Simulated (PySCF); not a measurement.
# C6H8N2O: NMR shifts at several levels of theory, part 2 of 2

PySCF 2.14.0. Atoms count from 0.

### Step 5. NMR shieldings: wB97X-D/pcSseg-2

What the job is given:

```
{"job": {"kind": "nmr", "xc": "wB97X-D", "basis": "pcSseg-2", "pop": false}, "charge": 0, "multiplicity": 1}
C     -2.103242     1.552322    -0.977085
C     -0.977358     0.732516    -0.457167
C      0.382490     0.963038    -0.408823
C      0.918346    -0.195638     0.200571
C      2.317306    -0.507278     0.505778
O      3.244827     0.225379     0.260891
N     -0.041339    -1.069975     0.503566
N     -1.166938    -0.502719     0.104626
C     -2.423122    -1.186085     0.276847
H     -1.720999     2.499339    -1.378512
H     -2.645733     1.037456    -1.786951
H     -2.835753     1.791576    -0.188861
H      0.928721     1.835673    -0.758274
H      2.458776    -1.504044     0.994326
H     -3.105488    -0.603185     0.913990
H     -2.207947    -2.146014     0.758864
H     -2.909857    -1.367183    -0.693618
```

Level: GIAO wB97X-D/pcSseg-2 NMR shielding, non-relativistic, gas phase.

Log:

```text
coarse grid: 14688 points
cycle   1  E = -417.9843911879  dE =  1.955e+00  |g| = 9.191e-01  |ddm| = 2.958e+00
cycle   2  E = -417.7734371573  dE =  2.110e-01  |g| = 1.459e+00  |ddm| = 2.781e+00
cycle   3  E = -418.1632463738  dE = -3.898e-01  |g| = 9.298e-02  |ddm| = 2.127e+00
cycle   4  E = -418.1641571925  dE = -9.108e-04  |g| = 8.309e-02  |ddm| = 1.438e-01
cycle   5  E = -418.1655605414  dE = -1.403e-03  |g| = 1.719e-02  |ddm| = 6.614e-02
cycle   6  E = -418.1656460373  dE = -8.550e-05  |g| = 4.662e-03  |ddm| = 3.110e-02
cycle   7  E = -418.1656567925  dE = -1.076e-05  |g| = 2.126e-03  |ddm| = 1.266e-02
cycle   8  E = -418.1656589228  dE = -2.130e-06  |g| = 6.736e-04  |ddm| = 6.661e-03
final grid: 143416 points
cycle   9  E = -418.1725824294  dE = -3.751e-04  |g| = 7.521e-03  |ddm| = 1.100e-01
cycle  10  E = -418.1725866251  dE = -4.196e-06  |g| = 6.448e-03  |ddm| = 1.676e-02
cycle  11  E = -418.1725948518  dE = -8.227e-06  |g| = 1.649e-03  |ddm| = 4.564e-03
cycle  12  E = -418.1725953537  dE = -5.019e-07  |g| = 6.603e-04  |ddm| = 1.717e-03
cycle  13  E = -418.1725954520  dE = -9.829e-08  |g| = 9.196e-05  |ddm| = 8.020e-04
cycle  14  E = -418.1725954542  dE = -2.244e-09  |g| = 3.966e-05  |ddm| = 1.580e-04
cycle  15  E = -418.1725954547  dE = -5.213e-10  |g| = 1.193e-05  |ddm| = 8.873e-05
converged SCF energy = -418.1725954547

GIAO shielding tensors (ppm)
atom      isotropic    diamagn.    paramagn.     s11        s22        s33       span
  0 C      171.316     236.767     -65.451    161.745    167.092    185.111     23.367
  1 C       33.964     266.190    -232.225    -43.333     23.013    122.213    165.546
  2 C       68.455     259.560    -191.104     -9.278     61.319    153.325    162.603
  3 C       22.399     258.175    -235.776    -43.869     -2.794    113.859    157.727
  4 C      -13.121     247.203    -260.324   -106.002    -21.763     88.401    194.404
  5 O     -312.448     396.693    -709.141   -915.864   -413.114    391.636   1307.500
  6 N     -108.200     323.748    -431.949   -355.589   -105.141    136.129    491.718
  7 N       27.641     325.160    -297.519   -100.667     62.875    120.715    221.382
  8 C      144.829     240.902     -96.072    122.749    128.817    182.921     60.172
  9 H       28.887      27.825       1.062     23.396     28.294     34.971     11.575
 10 H       29.239      28.295       0.944     24.877     27.761     35.078     10.200
 11 H       29.238      28.285       0.953     24.867     27.772     35.075     10.208
 12 H       24.489      34.769     -10.280     21.546     24.281     27.641      6.095
 13 H       21.348      28.282      -6.934     18.835     21.411     23.798      4.963
 14 H       27.806      28.856      -1.050     23.701     26.683     33.033      9.332
 15 H       27.147      28.198      -1.052     22.350     26.829     32.260      9.910
 16 H       27.812      28.868      -1.056     23.718     26.660     33.058      9.341
```

Wall time 91 s (8 threads of Arm Neoverse V2, shared host).

Key values: δ C4 197.5, C3 162.0, C1 150.5, C2 116.0, H13 10.01, H12 6.87 ppm.

### Step 6. NMR shieldings: KT2/pcSseg-2

The job, as its differences from that of step 5:

```diff
@@ -1,2 +1,2 @@
-{"job": {"kind": "nmr", "xc": "wB97X-D", "basis": "pcSseg-2", "pop": false}, "charge": 0, "multiplicity": 1}
+{"job": {"kind": "nmr", "xc": "KT2", "basis": "pcSseg-2", "pop": false}, "charge": 0, "multiplicity": 1}
 C     -2.103242     1.552322    -0.977085
```

Method: GIAO KT2/pcSseg-2 NMR shielding, non-relativistic, gas phase.

Log:

```text
coarse grid: 14688 points
cycle   1  E = -425.1047695409  dE =  1.417e+00  |g| = 1.004e+00  |ddm| = 3.496e+00
cycle   2  E = -421.4737391368  dE =  3.631e+00  |g| = 3.002e+00  |ddm| = 2.085e+01
cycle   3  E = -425.0835010758  dE = -3.610e+00  |g| = 8.496e-01  |ddm| = 2.082e+01
cycle   4  E = -425.2988951342  dE = -2.154e-01  |g| = 2.865e-01  |ddm| = 9.217e-01
cycle   5  E = -425.2946663690  dE =  4.229e-03  |g| = 3.284e-01  |ddm| = 5.153e-01
cycle   6  E = -425.3171393272  dE = -2.247e-02  |g| = 9.600e-02  |ddm| = 2.645e-01
cycle   7  E = -425.3190604402  dE = -1.921e-03  |g| = 2.966e-02  |ddm| = 1.014e-01
cycle   8  E = -425.3192593421  dE = -1.989e-04  |g| = 7.645e-03  |ddm| = 2.490e-02
cycle   9  E = -425.3192711245  dE = -1.178e-05  |g| = 3.564e-03  |ddm| = 7.330e-03
cycle  10  E = -425.3192731976  dE = -2.073e-06  |g| = 1.928e-03  |ddm| = 4.070e-03
final grid: 143416 points
cycle  11  E = -425.3470747832  dE = -6.512e-04  |g| = 1.279e-02  |ddm| = 3.980e-01
cycle  12  E = -425.3469634682  dE =  1.113e-04  |g| = 2.513e-02  |ddm| = 3.124e-02
cycle  13  E = -425.3471026949  dE = -1.392e-04  |g| = 6.917e-03  |ddm| = 2.511e-02
cycle  14  E = -425.3471115943  dE = -8.899e-06  |g| = 1.747e-03  |ddm| = 1.332e-02
cycle  15  E = -425.3471118369  dE = -2.426e-07  |g| = 1.396e-03  |ddm| = 3.027e-03
cycle  16  E = -425.3471122959  dE = -4.590e-07  |g| = 2.208e-04  |ddm| = 1.205e-03
cycle  17  E = -425.3471123061  dE = -1.019e-08  |g| = 8.189e-05  |ddm| = 2.676e-04
cycle  18  E = -425.3471123076  dE = -1.554e-09  |g| = 2.705e-05  |ddm| = 1.137e-04
cycle  19  E = -425.3471123078  dE = -1.519e-10  |g| = 8.667e-06  |ddm| = 2.345e-05
converged SCF energy = -425.3471123078

GIAO shielding tensors (ppm)
atom      isotropic    diamagn.    paramagn.     s11        s22        s33       span
  0 C      169.505     234.296     -64.792    158.725    165.345    184.445     25.720
  1 C       44.792     267.254    -222.461    -21.936     36.486    119.827    141.762
  2 C       76.881     262.594    -185.713      6.422     72.329    151.891    145.469
  3 C       32.974     262.436    -229.463    -18.957      4.801    113.077    132.034
  4 C        2.647     243.722    -241.074    -78.772      2.689     84.025    162.797
  5 O     -254.968     393.319    -648.287   -787.717   -352.447    375.259   1162.976
  6 N      -85.281     323.870    -409.151   -304.273    -79.942    128.373    432.646
  7 N       33.404     324.460    -291.055    -80.500     66.716    113.997    194.497
  8 C      143.482     238.645     -95.162    122.288    125.770    182.389     60.100
  9 H       28.661      27.221       1.440     23.293     28.207     34.484     11.191
 10 H       28.996      27.878       1.119     24.819     27.433     34.737      9.917
 11 H       28.995      27.865       1.130     24.807     27.444     34.734      9.927
 12 H       24.457      33.275      -8.819     21.800     24.354     27.216      5.417
 13 H       21.267      27.209      -5.942     18.501     21.878     23.422      4.921
 14 H       27.547      28.498      -0.951     23.542     26.336     32.763      9.222
 15 H       26.992      28.298      -1.306     22.538     26.677     31.762      9.224
 16 H       27.554      28.517      -0.963     23.558     26.315     32.789      9.231
```

Wall time 51 s (8 threads of Arm Neoverse V2, shared host).

This run: δ C4 179.6, C3 149.3, C1 137.5, C2 105.4, H13 9.91, H12 6.72 ppm.

### Step 7. Nuclear shieldings: HF/pcSseg-2

The job, as its differences from that of step 6:

```diff
@@ -1,2 +1,2 @@
-{"job": {"kind": "nmr", "xc": "KT2", "basis": "pcSseg-2", "pop": false}, "charge": 0, "multiplicity": 1}
+{"job": {"kind": "nmr", "xc": "HF", "basis": "pcSseg-2", "pop": false}, "charge": 0, "multiplicity": 1}
 C     -2.103242     1.552322    -0.977085
```

Method: GIAO HF/pcSseg-2 NMR shielding, non-relativistic, gas phase.

Log:

```text
final grid: 143416 points
cycle   1  E = -415.5072476752  dE =  2.621e+00  |g| = 9.133e-01  |ddm| = 3.123e+00
cycle   2  E = -415.6350590135  dE = -1.278e-01  |g| = 7.149e-01  |ddm| = 1.136e+00
cycle   3  E = -415.7294132931  dE = -9.435e-02  |g| = 1.020e-01  |ddm| = 7.122e-01
cycle   4  E = -415.7336166086  dE = -4.203e-03  |g| = 3.546e-02  |ddm| = 1.706e-01
cycle   5  E = -415.7341114942  dE = -4.949e-04  |g| = 1.594e-02  |ddm| = 6.673e-02
cycle   6  E = -415.7342349575  dE = -1.235e-04  |g| = 7.553e-03  |ddm| = 2.849e-02
cycle   7  E = -415.7342822970  dE = -4.734e-05  |g| = 2.960e-03  |ddm| = 2.139e-02
cycle   8  E = -415.7342897017  dE = -7.405e-06  |g| = 8.144e-04  |ddm| = 9.462e-03
cycle   9  E = -415.7342902779  dE = -5.762e-07  |g| = 3.468e-04  |ddm| = 1.994e-03
cycle  10  E = -415.7342903474  dE = -6.946e-08  |g| = 1.286e-04  |ddm| = 5.973e-04
cycle  11  E = -415.7342903607  dE = -1.329e-08  |g| = 6.748e-05  |ddm| = 2.826e-04
cycle  12  E = -415.7342903632  dE = -2.528e-09  |g| = 2.660e-05  |ddm| = 1.070e-04
cycle  13  E = -415.7342903639  dE = -7.163e-10  |g| = 1.036e-05  |ddm| = 6.698e-05
converged SCF energy = -415.7342903639

GIAO shielding tensors (ppm)
atom      isotropic    diamagn.    paramagn.     s11        s22        s33       span
  0 C      178.950     234.674     -55.725    171.262    175.291    190.296     19.034
  1 C       37.797     266.087    -228.290    -47.850     23.055    138.187    186.037
  2 C       80.112     256.877    -176.765      0.257     75.751    164.326    164.069
  3 C       28.961     256.266    -227.305    -55.767     12.528    130.121    185.889
  4 C       -2.497     249.412    -251.909   -110.584     -2.429    105.520    216.104
  5 O     -295.029     395.964    -690.993   -849.822   -443.295    408.030   1257.852
  6 N     -125.445     321.711    -447.156   -414.385   -121.379    159.429    573.815
  7 N       38.650     326.991    -288.341   -107.636     72.217    151.370    259.006
  8 C      154.577     237.862     -83.285    134.890    141.149    187.692     52.801
  9 H       29.111      27.917       1.194     23.322     28.458     35.554     12.232
 10 H       29.451      28.258       1.193     24.840     27.864     35.649     10.808
 11 H       29.449      28.250       1.199     24.827     27.875     35.646     10.820
 12 H       24.756      35.275     -10.519     21.058     25.049     28.161      7.104
 13 H       22.115      28.743      -6.628     19.210     22.207     24.928      5.718
 14 H       28.115      28.877      -0.763     23.756     26.900     33.688      9.932
 15 H       27.409      27.949      -0.540     22.189     26.994     33.043     10.854
 16 H       28.122      28.892      -0.770     23.774     26.877     33.715      9.941
```

Run time: 54 s. Hardware: 8 threads of Arm Neoverse V2, shared host.

Key values: δ C4 194.0, C3 162.5, C1 153.7, C2 111.4, H13 9.57, H12 6.93 ppm.

### Step 8. Side by side: NMR shifts

Shifts (ppm) of some atoms, chosen among heavy atoms and hydrogens apart, with basis size and wall time:

```csv
run,C4,C1,H13,H12,O5,N6,N7,functions,time
PBE0/pcSseg-2,195.0,148.0,10.05,6.85,638.3,367.5,233.8,436,72 s
PBE/pcSseg-2,192.1,144.9,10.26,6.75,631.0,361.8,236.8,436,48 s
wB97X-D/pcSseg-2,197.5,150.5,10.01,6.87,639.3,368.3,232.4,436,91 s
KT2/pcSseg-2,179.6,137.5,9.91,6.72,579.3,345.4,226.7,436,51 s
HF/pcSseg-2,194.0,153.7,9.57,6.93,621.4,386.2,222.1,436,54 s
```

### Step 9. Summary of results

What follows sums up all 2 parts.

| quantity | value |
| --- | --- |
| point group | Cs |
| rotational constants (main isotopes) | 3.70, 1.10, 0.86 GHz |
| 13C shifts against TMS (PBE0/pcSseg-2) | 195.0, 159.9, 148.0, 115.0, 39.2, 13.0 ppm |
| 1H shifts against TMS (PBE0/pcSseg-2, means over atoms taken as alike) | 10.05, 6.85, 3.79, 2.26 ppm |
| 17O shifts against H2O (PBE0/pcSseg-2) | 638.3 ppm |
| 15N shifts against NH3 (PBE0/pcSseg-2) | 367.5, 233.8 ppm |
| range of the shift of O5 | 579.3 to 639.3 ppm |

Single values in the summary come from the first run of each kind that ended normally (PBE0/pcSseg-2), which need not be the best level. The optimisation took 5 steps and gained 0.039 eV; among the close pairs (by a distance rule), C2–H12 changed most, from 1.070 to 1.087 Å. The most deshielded carbon is C4 (aldehyde carbonyl carbon), at 195.0 ppm: the double bond to the heteroatom, with no lone-pair donor beside it, deshields it most. The most deshielded hydrogen is H13 (hydrogen on an aldehyde carbonyl carbon), at 10.05 ppm: the C=O anisotropy and electron withdrawal place aldehyde protons far downfield. At PBE0/pcSseg-2: The widest tensor belongs to O5: span 1300 ppm, with a paramagnetic part of -707 ppm. NICS(1)zz of -28 ppm above the planar ring from C1 marks a diatropic (aromatic) ring current. In ppm, O5 moves most: its shift spreads over 60.0 ppm, from 579.3 (KT2/pcSseg-2) to 639.3 (wB97X-D/pcSseg-2).
